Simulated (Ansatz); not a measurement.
# FH3MoO4: one species, many methods

An exercise on one series of results from a longer session: the logs are not shown, and one member is left open.

Computed with Ansatz 0.2.0, Gaussian basis. Level: functionals in def2-TZVPP, the program's frozen cores in correlated methods.

The runs, in order: PBE-D4, r2SCAN-D4, PBE0-D4, B3LYP-D4, ωB97X-V, ωB97M-V, B2PLYP; CCSD(T)/def2-TZVPP; MP2/def2-QZVPP; extrapolation to the limit.

## The relaxed structure

The geometry comes from an earlier relaxation with PBE0-D4 in a triple-zeta def2 set; it is a stationary point, not always the lowest conformer. Mo takes the def2 core potential; no spin-orbit term is included.

9 atoms, charge 0, spin multiplicity 1.

Atoms are counted from 1 here; the program's logs count them from 0.

Bond lengths: O1–Mo2 1.655 Å, Mo2–O3 1.881 Å, Mo2–O4 1.850 Å, Mo2–O5 1.881 Å, Mo2–F6 1.908 Å, O3–H7 0.962 Å, O4–H8 0.962 Å, O5–H9 0.962 Å. Angles: O1–Mo2–O3 109.8°, O1–Mo2–O4 102.6°, O1–Mo2–O5 109.7°, O1–Mo2–F6 101.4°, O3–Mo2–O4 91.2°, O3–Mo2–O5 138.8°, O3–Mo2–F6 80.6°, O4–Mo2–O5 91.3°, O4–Mo2–F6 155.9°, O5–Mo2–F6 80.6°, Mo2–O3–H7 117.2°, Mo2–O4–H8 127.5°, Mo2–O5–H9 117.2°.

The first run:

in.yaml reads:

```yaml
crystal:
  periodic: [false, false, false]
  atoms:
    - {symbol: O, position_ang: [-1.890869, -0.745554, -0.135641]}
    - {symbol: Mo, position_ang: [-0.348823, -0.149545, -0.056362]}
    - {symbol: O, position_ang: [0.781845, -1.417157, 0.752033]}
    - {symbol: O, position_ang: [0.328419, -0.553781, -1.730310]}
    - {symbol: O, position_ang: [-0.356428, 1.688244, -0.457466]}
    - {symbol: F, position_ang: [-0.307083, 0.556001, 1.716350]}
    - {symbol: H, position_ang: [0.954244, -1.314945, 1.693055]}
    - {symbol: H, position_ang: [1.208895, -0.363379, -2.066570]}
    - {symbol: H, position_ang: [-0.370190, 2.300106, 0.284912]}
basis:
  gaussian: {orbitals: def2-TZVPP}
hamiltonian: {xc: pbe, dispersion: d4}
output: {forces: true, orbitals: {seedname: orbitals}}
```

Launch:

```
$ ansatz run in.yaml --threads 2 --pin off --events-out ev --progress --plain --max-ram 32768MiB --backend cpu
```

Among the steps run: PBE-D4 (GGA); r2SCAN-D4 (meta-GGA); PBE0-D4 (hybrid); B3LYP-D4 (hybrid); ωB97X-V (range-separated); ωB97M-V (range-separated); B2PLYP (double hybrid).

One table of the session follows, with a row left open; its other results are not shown here.

It belongs to the step «Orbital energies across the functionals». 

```
functional  HOMO (eV)  LUMO (eV)  gap (eV)
    PBE-D4      -7.83      -4.26      3.57
 r2SCAN-D4      -8.24      -4.30      3.95
   PBE0-D4          ?          ?         ?
  B3LYP-D4      -9.30      -3.84      5.46
   ωB97X-V     -12.05      -1.41     10.64
   ωB97M-V     -11.99      -1.43     10.56
```

**Question.** Estimate the row for PBE0-D4.

The run gave: HOMO (eV): -9.57; LUMO (eV): -3.60; gap (eV): 5.97. In the column «HOMO (eV)» it lies between ωB97M-V (-11.99) and B3LYP-D4 (-9.30).
